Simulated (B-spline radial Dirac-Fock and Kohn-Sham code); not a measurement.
# Inner shells of Er⁺

Wanted for the Er⁺ ion: its X-ray form factor and Compton profile, the binding energy of each subshell and how cheaper methods do for the levels.

The numbers are computed with B-spline radial Dirac-Fock and Kohn-Sham code (version 3): a free atom or ion on a radial basis; each step names its model.

### Step 1. The system

Er⁺ in the configuration [Xe] 4f12 6p1 (an excited configuration).

* nuclear charge: 68
* electrons: 67
* mass number: 166
* nuclear rms radius: 5.2516 fm

### Step 2. Scattering by the electron cloud

Model: Dirac-Fock average of configuration, finite nucleus; form factor of the spherical density, Waller-Hartree incoherent function, impulse-approximation Compton profiles.

Recorded inputs:

```ini
task = scatter
Z = 68
charge = 1
configuration = 1s2 2s2 2p6 3s2 3p6 3d10 4s2 4p6 4d10 4f12 5s2 5p6 6p1
mass_number = 166
rms_radius = 5.2516  # fm
s = [0.0, 0.06, 0.08, 0.1, 0.12, 0.15, 0.19, 0.24, 0.3, 0.38, 0.47, 0.59, 0.74, 0.92, 1.15, 1.44, 1.81, 2.26, 2.83, 3.54, 4.43, 5.54, 6.94]  # 1/A
pz = [0, 0.1, 0.15, 0.21, 0.31, 0.45, 0.65, 0.94, 1.4, 2.0, 2.9, 4.2, 6.1, 8.9, 13.0, 19.0, 27.0, 40.0, 58.0, 84.0, 120.0]  # a.u.
photon_energy = [1000, 2000, 17479.3, 20000, 30000, 50000, 500000, 1000000]  # eV
```

Results of the run (chosen fields of its result record, rounded):

```text
status: converged
form_factor [e]: [67.0, 65.514, 64.57, 63.524, 62.404, 60.603, 57.993, 54.516, 50.343, 45.226, 40.28, 34.83, 29.353, 24.316, 19.927, 16.615, 13.863, 10.996, 8.0366, 5.8999, 4.7096, 3.7735, 2.7361]
incoherent: [4.4853e-13, 1.8402, 2.7515, 3.6853, 4.6661, 6.2204, 8.3279, 10.846, 13.641, 17.028, 20.386, 24.195, 28.273, 32.532, 37.25, 42.244, 47.001, 50.906, 54.298, 57.283, 59.884, 62.047, 63.717]
compton_total [1/a.u.]: [9.0036, 8.9808, 8.9317, 8.8131, 8.4686, 7.8673, 7.1819, 6.3998, 5.2532, 4.3221, 3.5233, 2.4711, 1.4368, 0.81713, 0.44013, 0.20279, 0.087445, 0.030139, 0.010164, 0.0030736, 0.00083636]
shells: ["1s1/2", "2s1/2", "2p1/2", "2p3/2", "3s1/2", "3p1/2", "3p3/2", "3d3/2", "3d5/2", "4s1/2", "4p1/2", "4p3/2", "4d3/2", "4d5/2", "4f5/2", "4f7/2", "5s1/2", "5p1/2", "5p3/2", "6p1/2", "6p3/2"]
occupation: [2.0, 2.0, 2.0, 4.0, 2.0, 2.0, 4.0, 4.0, 6.0, 2.0, 2.0, 4.0, 4.0, 6.0, 5.1429, 6.8571, 2.0, 2.0, 4.0, 0.33333, 0.66667]
mean_momentum [a.u.]: [68.129, 24.319, 32.217, 29.159, 12.236, 14.617, 13.709, 16.46, 16.132, 6.1582, 6.8858, 6.4943, 7.0199, 6.8766, 6.1618, 6.0617, 2.24, 2.3136, 2.1311, 0.59056, 0.56958]
r2 [bohr^2]: 63.986
r_inverse [1/bohr]: 476.25
r1 [bohr]: 40.624
coherent [b]: [2871.2, 2643.4, 588.66, 500.38, 295.52, 136.61, 2.277, 0.58912]
incoherent_cross_section [b]: [1.0487, 2.6821, 19.282, 20.711, 24.577, 27.788, 18.99, 14.04]
radial_jk:
  4f: {"j0": [1.0, 0.97847, 0.96228, 0.94214, 0.91849, 0.87747, 0.81506, 0.7298, 0.62466, 0.49117, 0.36022, 0.22363, 0.10888, 0.031976, -0.0090486, -0.019547, -0.013888, -0.005877, -0.001265, 7.7073e-05, 0.00015949, 6.3642e-05, 1.4583e-05], "j2": [0.0, 0.0085405, 0.014869, 0.02263, 0.031581, 0.046679, 0.068598, 0.096379, 0.12691, 0.15885, 0.18093, 0.18996, 0.17833, 0.14781, 0.10412, 0.059701, 0.025629, 0.0073983, 0.00058154, -0.00059271, -0.00034272, -0.00010633, -2.0526e-05], "j4": [0.0, 5.1967e-05, 0.00015897, 0.00037253, 0.00073579, 0.0016486, 0.0037096, 0.0077911, 0.014758, 0.026571, 0.041308, 0.05992, 0.077597, 0.088526, 0.088657, 0.076007, 0.054114, 0.031754, 0.014656, 0.0052419, 0.0014151, 0.0002796, 3.2399e-05], "j6": [0.0, 3.4201e-07, 1.8343e-06, 6.6001e-06, 1.8386e-05, 6.2048e-05, 0.0002115, 0.00065295, 0.0017362, 0.004327, 0.0087567, 0.016443, 0.027131, 0.038889, 0.049385, 0.05435, 0.050801, 0.039878, 0.025646, 0.013373, 0.0056069, 0.0019174, 0.00053725], "r2": 0.82714, "r4": 2.0229, "r6": 12.18}
  6p: {"j0": [1.0, 0.46477, 0.23276, 0.067355, -0.023786, -0.058513, -0.026565, 0.011195, 0.018637, 0.0075391, -0.00085934, -0.0022819, 0.0001325, 0.0015014, 0.00088712, -4.2872e-05, -7.0518e-05, 0.00023661, 0.00021155, 3.0781e-05, 1.3088e-07, 5.2767e-05, 6.0501e-05], "j2": [0.0, 0.18504, 0.23416, 0.23886, 0.2066, 0.1277, 0.038284, -0.0071804, -0.0079663, 0.0043001, 0.0082215, 0.0049137, 0.000704, -0.00055208, 0.00022017, 0.00076117, 0.00036836, -2.8509e-05, 1.8575e-05, 0.00013843, 8.6111e-05, 5.9735e-06, -1.3298e-07], "r2": 27.366, "r4": 1106.3, "r6": 62717.0}
```

Form factor and incoherent function, every second point:

```
s (1/Å)  f (e)  f / N   S(s)
      0  67.00  1.000      0
 0.0800  64.57  0.964  2.751
  0.120  62.40  0.931  4.666
  0.190  57.99  0.866  8.328
  0.300  50.34  0.751  13.64
  0.470  40.28  0.601  20.39
  0.740  29.35  0.438  28.27
   1.15  19.93  0.297  37.25
   1.81  13.86  0.207  47.00
   2.83  8.037  0.120  54.30
   4.43  4.710  0.070  59.88
   6.94  2.736  0.041  63.72
```

### Step 3. Hole states by ΔSCF

Model: Dirac-Fock average of configuration, Delta-SCF, finite nucleus, first-order Breit with its frequency dependence, self-energy and vacuum polarisation.

The run's settings:

```ini
task = binding
```

Results of the run (chosen fields of its result record, rounded):

```text
status: converged
shells: ["K", "L1", "L2", "L3", "M1", "M2", "M3", "M4", "M5", "N1", "N2", "N3", "N4", "N5", "N6,7", "O1", "O2", "O3", "P2,3"]
total_energy_parts [Ha]: [-13091.9305, 14.3029452, -1.50936521, -0.21567259, 10.1660475, -1.68181106]
koopmans [eV]: [57838.6, 9847.78, 9357.68, 8438.55, 2266.7, 2052.02, 1855.45, 1493.41, 1450.91, 479.731, 392.532, 347.942, 203.788, 195.486, 21.2837, 70.817, 44.6676, 38.9785, 7.85445]
dirac_coulomb [eV]: [57754.5, 9797.47, 9303.23, 8386.53, 2237.77, 2022.26, 1826.92, 1462.57, 1420.54, 467.179, 380.311, 336.678, 193.263, 185.31, 13.9957, 68.6269, 42.7883, 37.3584, 7.85105]
gaunt [eV]: [-190.195, -20.0057, -34.7145, -24.2694, -3.45534, -6.21922, -4.11334, -2.54104, -1.65723, -0.702488, -1.25379, -0.762081, -0.321987, -0.146799, 0.126524, -0.0902952, -0.129869, -0.0656144, -0.00621268]
retardation [eV]: [14.236, 1.59492, 3.80653, 3.79804, 0.255959, 0.664494, 0.667362, 0.236309, 0.230584, 0.0593879, 0.143972, 0.140135, 0.0336672, 0.0325958, -0.0204126, 0.00688308, 0.0142413, 0.0133092, 0.000980354]
breit_frequency [eV]: [2.6306, -0.228238, -0.0106179, 1.15155, -0.0593099, -0.0552795, 0.22332, -0.026329, -0.00297509, -0.0144071, -0.0149145, 0.0487505, -0.00678749, -0.00183598, -0.00299555, -0.00281738, -0.00278306, 0.00521171, 0.000169237]
self_energy [eV]: [-109.095, -15.082, 0.235858, -0.953589, -3.39664, -0.0108007, -0.235324, 0.250627, 0.131454, -0.795652, 0.00383585, -0.0456287, 0.0532138, 0.030318, 0.024132, -0.119283, 0.00478654, -0.000608891, -0.000263918]
vacuum_polarisation [eV]: [18.9236, 2.44093, 0.0550418, -0.0969483, 0.532159, 0.0126322, -0.0250278, -0.0265491, -0.0254308, 0.124932, 0.00248033, -0.00626798, -0.0057971, -0.00556202, -0.0027227, 0.0188952, -0.000137524, -0.0013211, -9.07507e-06]
binding [eV]: [57491.0, 9766.19, 9272.6, 8366.16, 2231.64, 2016.66, 1823.44, 1460.47, 1419.22, 465.85, 379.193, 336.053, 193.016, 185.218, 14.1202, 68.4402, 42.6745, 37.3094, 7.84571]
mean_radius [bohr]: [0.0203678, 0.0858251, 0.0715535, 0.0787882, 0.22422, 0.214326, 0.227793, 0.201158, 0.205349, 0.508774, 0.51884, 0.548516, 0.579624, 0.590787, 0.797474, 1.28046, 1.43369, 1.53774, 5.02555]
```

total_energy_parts: Dirac-Coulomb, Gaunt, retardation, frequency dependence, self-energy, vacuum polarisation. 

The binding energies by parts, in eV; the parts add up.

```
level       -ε  relaxation    Breit     QED  binding
    K  57838.6      -84.07  -173.33  -90.17  57491.0
   L1   9847.8      -50.31   -18.64  -12.64   9766.2
   L2   9357.7      -54.45   -30.92    0.29   9272.6
   L3   8438.5      -52.02   -19.32   -1.05   8366.2
   M1   2266.7      -28.93    -3.26   -2.86   2231.6
   M2   2052.0      -29.76    -5.61    0.00   2016.7
   M3   1855.5      -28.53    -3.22   -0.26   1823.4
   M4   1493.4      -30.83    -2.33    0.22   1460.5
   M5   1450.9      -30.37    -1.43    0.11   1419.2
   N1    479.7      -12.55    -0.66   -0.67    465.9
   N2    392.5      -12.22    -1.12    0.01    379.2
   N3    347.9      -11.26    -0.57   -0.05    336.1
   N4    203.8      -10.52    -0.30    0.05    193.0
   N5    195.5      -10.18    -0.12    0.02    185.2
 N6,7    21.28       -7.29     0.10    0.02    14.12
   O1    70.82       -2.19    -0.09   -0.10    68.44
   O2    44.67       -1.88    -0.12    0.00    42.67
   O3    38.98       -1.62    -0.05    0.00    37.31
 P2,3     7.85        0.00    -0.01    0.00     7.85
```

X-ray lines as differences of these levels:

```
        line  energy (eV)
 Kβ2' (K-N3)      57154.9
Kβ2'' (K-N2)      57111.8
  Kβ1 (K-M3)      55667.6
  Kβ3 (K-M2)      55474.3
  Kα1 (K-L3)      49124.8
  Kα2 (K-L2)      48218.4
 Lγ4 (L1-O3)       9728.9
 Lγ3 (L1-N3)       9430.1
 Lγ2 (L1-N2)       9387.0
 Lγ1 (L2-N4)       9079.6
 Lγ5 (L2-N1)       8806.8
 Lβ7 (L3-O1)       8297.7
 Lβ2 (L3-N5)       8180.9
Lβ15 (L3-N4)       8173.1
```

### Step 4. The levels by Dirac PBE

Model: Dirac-Kohn-Sham PBE, finite nucleus, spherical and without spin polarisation.

The run's settings:

```ini
task = binding-ladder
method = pbe,pbe
relativity = dirac
```

Results of the run (chosen fields of its result record, rounded):

```text
status: converged
shells: ["K", "L1", "L2", "L3", "M1", "M2", "M3", "M4", "M5", "N1", "N2", "N3", "N4", "N5", "N6,7", "O1", "O2", "O3", "P2,3"]
minus_eigenvalue [eV]: [57302.0, 9627.98, 9171.84, 8254.99, 2163.33, 1962.93, 1770.36, 1427.29, 1385.2, 433.074, 352.953, 309.635, 177.711, 169.841, 11.0988, 59.8465, 38.2694, 32.8964, 6.24188]
delta_scf [eV]: [57796.2, 9714.93, 9284.01, 8353.68, 2186.58, 1988.04, 1793.27, 1455.31, 1412.41, 442.91, 362.718, 319.129, 186.988, 179.039, 19.1029, 66.5836, 44.5517, 38.891, 8.36111]
total_energy [Ha]: -13098.0064
dirac_fock_binding [eV]: [57491.0, 9766.19, 9272.6, 8366.16, 2231.64, 2016.66, 1823.44, 1460.47, 1419.22, 465.85, 379.193, 336.053, 193.016, 185.218, 14.1202, 68.4402, 42.6745, 37.3094, 7.84571]
```

Beside the Dirac-Fock ΔSCF result with Breit and QED, in eV:

```
level       -ε    miss     ΔSCF    miss  Dirac-Fock
    K  57302.0  -189.0  57796.2  +305.2     57491.0
   L1   9628.0  -138.2   9714.9   -51.3      9766.2
   L2   9171.8  -100.8   9284.0   +11.4      9272.6
   L3   8255.0  -111.2   8353.7   -12.5      8366.2
   M1   2163.3   -68.3   2186.6   -45.1      2231.6
   M2   1962.9   -53.7   1988.0   -28.6      2016.7
   M3   1770.4   -53.1   1793.3   -30.2      1823.4
   M4   1427.3   -33.2   1455.3    -5.2      1460.5
   M5   1385.2   -34.0   1412.4    -6.8      1419.2
   N1    433.1   -32.8    442.9   -22.9       465.9
   N2    353.0   -26.2    362.7   -16.5       379.2
   N3    309.6   -26.4    319.1   -16.9       336.1
   N4    177.7   -15.3    187.0    -6.0       193.0
   N5    169.8   -15.4    179.0    -6.2       185.2
 N6,7    11.10    -3.0    19.10    +5.0       14.12
   O1    59.85    -8.6    66.58    -1.9       68.44
   O2    38.27    -4.4    44.55    +1.9       42.67
   O3    32.90    -4.4    38.89    +1.6       37.31
 P2,3     6.24    -1.6     8.36    +0.5        7.85
```

### Step 5. Cost and miss of the cheaper method

| method | level | eigenvalue miss (%) | ΔSCF miss (%) | time |
| --- | --- | --- | --- | --- |
| Dirac PBE | K | -0.33 | +0.53 | 16 s |
| Dirac-Fock + Breit + QED | all | - | reference | 20 s |

Times cover the ground state and all hole states of a step, on one thread of a shared host; states solved in an earlier step are reused, and a first call can include compiling.

### Step 6. Outcome

| quantity | value |
| --- | --- |
| rms radius of the electron cloud | 0.977 bohr |
| form factor halves at | 0.63 1/Å |
| Compton profile at zero | 9.004 1/a.u. |
| deepest level listed, K (1s) | 57491.0 eV |
| least bound, P2,3 (6p) | 7.85 eV |
| Kα1 | 49124.8 eV |
| Dirac PBE, K: eigenvalue / ΔSCF | 57302.0 / 57796.2 eV |

In words: f falls from 67 to half of that at s = 0.63 1/Å. Incoherent scattering outweighs coherent from 500 keV on, among the energies asked. The K (1s) level lies 84.1 eV under Koopmans' value by relaxation alone; Breit gives -173.33 and QED -90.17 eV. Dirac PBE misses the K level by -0.3 % with its eigenvalue and by +0.5 % with ΔSCF. Breit and QED terms, which only the reference holds, shift this level by tenths of a per cent, so the eigenvalue's nearness can be cancellation. The Hartree-Fock and Dirac-Fock values hold no electron correlation.
